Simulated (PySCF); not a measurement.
# C5H5ClO: the cost of one run

Programs: PySCF 2.14.0, with routines of our own; each step states its level. All values are computed. Atoms count from 0.

## Step 1: The starting structure

12 atoms, charge 0, multiplicity 1; geometry from: GFN2-xTB.

## Step 2: Geometry optimisation at B3LYP/cc-pVDZ

What the job is given:

```
{"job": {"xc": "B3LYP", "basis": "cc-pVDZ", "grid": 1, "kind": "geom"}, "charge": 0, "multiplicity": 1}
C      2.208149     0.076396     1.089163
C      1.315917     0.288896     0.126340
C     -0.078015    -0.100972     0.171832
Cl    -0.612644    -0.903743     1.597993
C     -0.931434     0.143967    -0.843158
C     -2.340072    -0.213192    -0.876061
O     -3.076481     0.022576    -1.803177
H      3.229845     0.395094     0.984200
H      1.947786    -0.420131     2.008374
H      1.605749     0.790373    -0.786752
H     -0.557405     0.650440    -1.722372
H     -2.710196    -0.730391     0.027591
```

Run with:

```console
$ OMP_NUM_THREADS=1 python excited_run.py task.json out
```

The driver reads the jobs from task.json and runs them one after another.

**Question.** How long does this first job take on 1 thread of Intel Xeon Platinum 8488C, shared host, and how much memory does it need?

About 35 s, with a peak of 0.55 GiB.
